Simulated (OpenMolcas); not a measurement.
# quartet InNH3: levels of theory compared

Wanted: a comparison of 6 runs (UHF/3-21G, U-r2SCAN/def2-SVP, UBLYP/def2-SVP, UM06-L/def2-SVP, UTPSS/def2-SVP, ROMP2/def2-SVP) of quartet InNH3. 

The calculation is run with OpenMolcas 26.06.

## (1) The structure to begin with

The species is InNH3 (5 atoms), meant as a quartet with charge 0. SMILES of the parent species: `[NH2][InH]`. Geometry: relaxed at PBE0-D4/def2-TZVP. This is one conformer, not always the lowest. That shape belongs to the parent species and isn't relaxed for this state.

Bond lengths: N1–In2 2.036 Å, N1–H3 1.011 Å, N1–H4 1.009 Å, In2–H5 1.761 Å. Angles: N1–In2–H5 116.4°, In2–N1–H3 120.0°, In2–N1–H4 120.8°, H3–N1–H4 109.8°.

## (2) The energy at UHF/3-21G (run 1)

The input, calc.input:

```
&GATEWAY
  BasLib = $CurrDir
  Coord
  5
  angstrom
  N       -0.299400      -0.736500       0.264700
  In       0.846600       0.946400       0.296000
  H       -0.846800      -0.960800      -0.554700
  H        0.017600      -1.585600       0.707600
  H        0.331900       2.262600      -0.755100
  Basis = 3-21G
  Group = NoSym

&SEWARD

&SCF
  UHF
  Spin = 4
  Thresholds = 1e-10 1e-07 1e-07 1e-05
  PrOrbitals = 1
```

The basis set 3-21G is read from a file made from the Basis Set Exchange's data (not shown).

Command:

```console
$ export MOLCAS_MEM=1860
$ pymolcas calc.input > calc.log
```

The program printed:

```text
--- Start Module: gateway ---
[...]
--- Stop Module: gateway /rc=_RC_ALL_IS_WELL_ ---
--- Start Module: seward ---
[...]
      Basis functions           46
--- Stop Module: seward /rc=_RC_ALL_IS_WELL_ ---
[...]
--- Start Module: scf ---
[...]
       Convergence after  22 Iterations
[...]
::    Total SCF energy                              -5770.4954633506
[...]
      Total spin, S                                     1.5020898439
[...]
      Total electronic charge=   59.000000
      Total            charge=   -0.000000
[...]
      Dipole Moment (debye):
      Origin of the operator (angstrom)=    0.7018    0.7439    0.2813
                   X= -3.0387E+00               Y= -6.0386E+00               Z= -8.5717E-02           Total=  6.7606E+00
      Quadrupole Moment (debye*angstrom):
[...]
--- Stop Module: scf /rc=_RC_ALL_IS_WELL_ ---
[...]
```

It took 3.6 s on 1 thread of Intel Xeon Platinum 8259CL at 2.50GHz (Skylake/Cascade Lake), shared host; peak memory 0.38 GiB.

## (3) A single-point energy at U-r2SCAN/def2-SVP (core potential) (run 2)

The input, mol.inp:

```
>>> EXPORT MOLCAS_PRINT=2
&GATEWAY
BasLib=$CurrDir
Coord
5
angstrom
N       -0.299400      -0.736500       0.264700
In       0.846600       0.946400       0.296000
H       -0.846800      -0.960800      -0.554700
H        0.017600      -1.585600       0.707600
H        0.331900       2.262600      -0.755100
Basis=def2-SVP
Group=NoSym
&SEWARD
GridInput
Grid=UltraFine
End of Grid
&SCF
UHF
Spin=4
KSDFT=2
1.0 MGGA_X_R2SCAN
1.0 MGGA_C_R2SCAN
Thresholds=1e-10 1e-07 1e-07 1e-05
PrOrbitals=1 2
```

The basis set def2-SVP is read from a file made from the Basis Set Exchange's data (not shown).

Command:

```console
$ export MOLCAS_MEM=1860
$ pymolcas mol.inp > mol.log
```

The program printed:

```text
--- Start Module: gateway ---
[...]
--- Stop Module: gateway /rc=_RC_ALL_IS_WELL_ ---
--- Start Module: seward ---
[...]
      Basis functions           55
--- Stop Module: seward /rc=_RC_ALL_IS_WELL_ ---
[...]
--- Start Module: scf ---
[...]
       Convergence after  24 Iterations
[...]
::    Total KS-DFT energy                            -246.4972113943
[...]
      Total spin, S                                     1.5021510802
[...]
      Total electronic charge=   31.000000
      Total            charge=   -0.000000
[...]
      Dipole Moment (debye):
      Origin of the operator (angstrom)=    0.7018    0.7439    0.2813
                   X= -2.7926E+00               Y= -4.7585E+00               Z= -3.2439E-01           Total=  5.5270E+00
      Quadrupole Moment (debye*angstrom):
[...]
--- Stop Module: scf /rc=_RC_ALL_IS_WELL_ ---
[...]
```

It took 41 s on 1 thread of Intel Xeon Platinum 8259CL at 2.50GHz (Skylake/Cascade Lake), shared host; peak memory 0.39 GiB.

Runs 3 to 5 aren't shown in full; the table further down has their settings and results.

## (4) A single-point energy at ROMP2/def2-SVP (core potential) (run 6)

The input, job.inp:

```
* H3InN ROMP2
&GATEWAY
BASLIB=$CurrDir
COORD
5
angstrom
N       -0.299400      -0.736500       0.264700
In       0.846600       0.946400       0.296000
H       -0.846800      -0.960800      -0.554700
H        0.017600      -1.585600       0.707600
H        0.331900       2.262600      -0.755100
BASIS=def2-SVP
GROUP=NoSym
&SEWARD
&SCF
UHF
SPIN=4
THRESHOLDS=1e-10 1e-07 1e-07 1e-05
PRORBITALS=1 2
&RASSCF
FILEORB=$Project.UnaOrb
SPIN=4
NACTEL=3 0 0
INACTIVE=14
RAS2=3
OUTORBITALS=Canonical
ORBLISTING=Nothing
&CASPT2
IPEA=0.0
FROZEN=5
```

The basis set def2-SVP is read from a file made from the Basis Set Exchange's data (not shown).

Command:

```console
$ export MOLCAS_MEM=1860
$ pymolcas job.inp > job.log
```

The program printed:

```text
--- Start Module: gateway ---
[...]
--- Stop Module: gateway /rc=_RC_ALL_IS_WELL_ ---
[...]
      Basis functions           55
[...]
       Convergence after  24 Iterations
[...]
::    Total SCF energy                               -245.2210057953
[...]
      Total spin, S                                     1.5032704190
[...]
--- Start Module: rasscf ---
[...]
      Number of active orbitals                  3
[...]
      Spin quantum number                      1.5
[...]
      Active orbitals                            3
[...]
      Number of CSFs                             1
[...]
      Number of root(s) required                 1
[...]
      Convergence after 12 iterations
[...]
      printout of CI-coefficients larger than  0.05 for root  1
      energy=    -245.214812
      conf/sym  111     Coeff  Weight
             1  uuu   1.00000 1.00000
      Natural orbitals and occupation numbers for root  1
      sym 1:   1.000000   1.000000   1.000000
      ************************************************************************************************************************
      *                                                    Final results                                                     *
[...]
::    RASSCF root number  1 Total energy:   -245.21481226
[...]
      Total electronic charge=   31.000000
      Total            charge=   -0.000000
[...]
      Dipole Moment (debye):
      Origin of the operator (angstrom)=    0.7018    0.7439    0.2813
                   X= -2.9402E+00               Y= -5.6587E+00               Z= -1.0795E-01           Total=  6.3779E+00
      Quadrupole Moment (debye*angstrom):
[...]
--- Stop Module: rasscf /rc=_RC_ALL_IS_WELL_ ---
[...]
--- Start Module: caspt2 ---
[...]
 ###    WARNING: User changed nr of frozen orbitals.                         ###
 ###############################################################################
[...]
      E2 (Variational):          -0.2226010751
      Total energy:            -245.4374133376
[...]
      Reference weight:           0.92233
[...]
::    CASPT2 Root  1     Total energy:   -245.43741334
[...]
--- Stop Module: caspt2 /rc=_RC_ALL_IS_WELL_ ---
[...]
```

It took 6.9 s on 1 thread of Intel Xeon Platinum 8259CL at 2.50GHz (Skylake/Cascade Lake), shared host; peak memory 0.39 GiB.

## (5) The series

```tsv
run	level	integration grid	frozen core orbitals	energy (Eh)	dipole moment (D)	HOMO energy (eV)	⟨S²⟩	wall time
1	UHF/3-21G	–	–	-5770.495463	6.76	-4.82	3.758	3.6 s
2	U-r2SCAN/def2-SVP (core potential)	UltraFine	–	-246.497211	5.53	-2.51	3.759	41 s
3	UBLYP/def2-SVP (core potential)	UltraFine	–	-246.381631	4.78	-2.04	3.755	29 s
4	UM06-L/def2-SVP (core potential)	UltraFine	–	-246.573935	5.44	-2.12	3.757	43 s
5	UTPSS/def2-SVP (core potential)	UltraFine	–	-246.386344	5.17	-2.34	3.756	42 s
6	ROMP2/def2-SVP (core potential)	–	5	-245.437413	–	–	–	6.9 s
```

## (6) Summary of results

| quantity | value |
| --- | --- |
| run 6: total energy | -245.43741 Eh |

Over runs 1, 2, 3, 4, 5 the dipole moment (its size) runs from 4.78 D (UBLYP/def2-SVP) to 6.76 D (UHF/3-21G). The two ends differ in method and basis and core potential. Totals of different functionals can't be ranked against each other. Some runs of one species differ in core potentials or relativity; totals across that change don't compare. In run 1 relativity is left out where basis or elements ask for it. All runs together took 2.8 min, the longest 43 s.
